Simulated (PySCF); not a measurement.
# C2H7BN (SMILES CB(C)[NH]) at U-r2SCAN/def2-TZVP

Aim: the vertical ionisation energy of C2H7BN at U-r2SCAN/def2-TZVP, from 2 runs. Input form: a Python script.

Program for the calculation: PySCF 2.14.0.

## (1) The structure to begin with

C2H7BN: 11 atoms, total charge 0, spin state doublet. As SMILES, `CB(C)[NH]`. The shape is that of a GFN2-xTB optimisation.

Bond lengths: C1–B2 1.639 Å, B2–C3 1.610 Å, B2–N4 1.307 Å, C1–H5 1.083 Å, C1–H6 1.084 Å, C1–H7 1.084 Å, C3–H8 1.086 Å, C3–H9 1.084 Å, C3–H10 1.086 Å, N4–H11 0.995 Å. Some angles: C1–B2–C3 113.0°, C1–B2–N4 121.8°, C3–B2–N4 125.2°, B2–C1–H5 111.6°, B2–C1–H6 108.7°, B2–C1–H7 108.6°, B2–C3–H8 110.4°, B2–C3–H9 110.6°, B2–C3–H10 110.5°, B2–N4–H11 149.6°.

## (2) The energy at U-r2SCAN/def2-TZVP

Input file calc.py:

```python
from pyscf import gto, dft

system = gto.M(
    atom='''
C     -1.047570     2.196826    -0.954123
B     -0.237350    -0.738562    -0.384332
C      1.724545    -1.001252     1.926084
N     -1.133779    -2.618367    -1.713377
H     -2.387329     2.322870    -2.497216
H     -1.885890     2.986278     0.740659
H      0.638652     3.259570    -1.429653
H      0.890949    -0.279472     3.656885
H      2.238399    -2.963828     2.215364
H      3.429985     0.075721     1.548253
H     -2.230614    -3.239803    -3.108524
''',
    verbose=3,
    spin=1,
    max_memory=1860,
    basis='def2-tzvp',
    unit='bohr',
)

mf = dft.UKS(system)
mf.xc = 'r2scan'
mf.grids.level = 1
mf.conv_tol = 1e-10
mf.kernel()
if not mf.converged:
    mf = mf.newton().run(mf.mo_coeff, mf.mo_occ)

etot = mf.e_tot
print('Final energy', etot)
```

Started as:

```
$ OMP_NUM_THREADS=1 python calc.py
```

The log of the run:

```text
WARN: HOMO -0.286912710938559 >= LUMO -0.286912710938557

converged SCF energy = -159.962915266886  <S^2> = 0.7583129  2S+1 = 2.0082957
Final energy -159.9629152668864
```

It took 43 s on 1 thread of Arm Neoverse V1, shared host; peak memory 1.1 GiB.

## (3) The singlet cation at the same level

Input file geometry.xyz:

```xyz
11

C     -0.554350     1.162510    -0.504900
B     -0.125600    -0.390830    -0.203380
C      0.912590    -0.529840     1.019240
N     -0.599970    -1.385580    -0.906680
H     -1.263320     1.229210    -1.321470
H     -0.997970     1.580270     0.391940
H      0.337960     1.724890    -0.756540
H      0.471470    -0.147890     1.935140
H      1.184510    -1.568390     1.172320
H      1.815070     0.040070     0.819300
H     -1.180390    -1.714430    -1.644960
```

Input file calc.py:

```python
from pyscf import gto, dft

mol = gto.M(
    atom='geometry.xyz',
    basis='def2-tzvp',
    max_memory=1860,
    spin=0,
    verbose=3,
    charge=1,
)

mf = dft.RKS(mol)
mf.xc = 'r2scan'
mf.grids.level = 1
mf.conv_tol = 1e-10
mf.kernel()
if not mf.converged:
    mf = mf.newton().run(mf.mo_coeff, mf.mo_occ)

e_final = mf.e_tot
print('E = %.10f Eh' % e_final)
```

Started as:

```
$ OMP_NUM_THREADS=1 python calc.py
```

The log of the run:

```text
converged SCF energy = -159.614423568804
E = -159.6144235688 Eh
```

Wall time 21 s (1 thread of Arm Neoverse V1, shared host); peak memory 1.1 GiB.

## (4) Results

At U-r2SCAN/def2-TZVP:

| quantity | value |
| --- | --- |
| doublet C2H7BN: total energy | -159.96292 Eh |
| doublet C2H7BN: dipole moment | 0.85 D |
| doublet C2H7BN: HOMO energy (highest over α and β) | -6.31 eV |
| doublet C2H7BN: LUMO energy (lowest over α and β) | -3.88 eV |
| doublet C2H7BN: ⟨S²⟩ | 0.758 |
| singlet cation: total energy | -159.61442 Eh |
| singlet cation: HOMO energy | -14.03 eV |
| singlet cation: LUMO energy | -12.41 eV |
| singlet cation: HOMO–LUMO gap | 1.62 eV |
| vertical ionisation energy (to the singlet cation) | 9.483 eV |

In words: The vertical ionisation energy comes to 9.48 eV (915 kJ/mol). Only the singlet of the ionised species was computed; a triplet could lie lower. Mulliken charges (doublet C2H7BN) run from -0.42 on C3 to +0.25 on H11. Mulliken charges (singlet cation) run from -0.34 on C3 to +0.33 on H11; they depend strongly on the basis.
